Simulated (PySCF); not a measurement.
# I4Nb (NbI4): the cost of one run

Programs: PySCF 2.14.0, with routines of our own; each step states its level. All values are computed. Atoms count from 0.

## (1) The system as given

5 atoms, charge 0, states of the metal's open shell are computed; geometry from: model geometry, bond lengths from ionic radii.

## (2) Ligand-field states: state-averaged CASSCF

What the job is given:

```
{"job": {"kind": "lf", "basis": {"metal": "x2c-TZVPall", "ligand": "x2c-SVPall"}, "nevpt": true}, "charge": 0, "metal": "Nb", "open_shell": "d1"}
Nb     0.000000     0.000000     0.000000
I      1.512658     1.512658     1.512658
I     -1.512658    -1.512658     1.512658
I     -1.512658     1.512658    -1.512658
I      1.512658    -1.512658    -1.512658
```

Method: state-averaged CASSCF of the metal d shell, SC-NEVPT2 on the averaged canonical orbitals, state-interaction spin-orbit coupling.

Run with:

```bash
OMP_NUM_THREADS=1 python lf_run.py task.json out
```

This one command runs all jobs of the session in turn.

**Question.** How long does this first job take on 1 thread of Arm Neoverse V1, shared host, and how much memory does it need?

About 90 s, with a peak of 0.69 GiB.
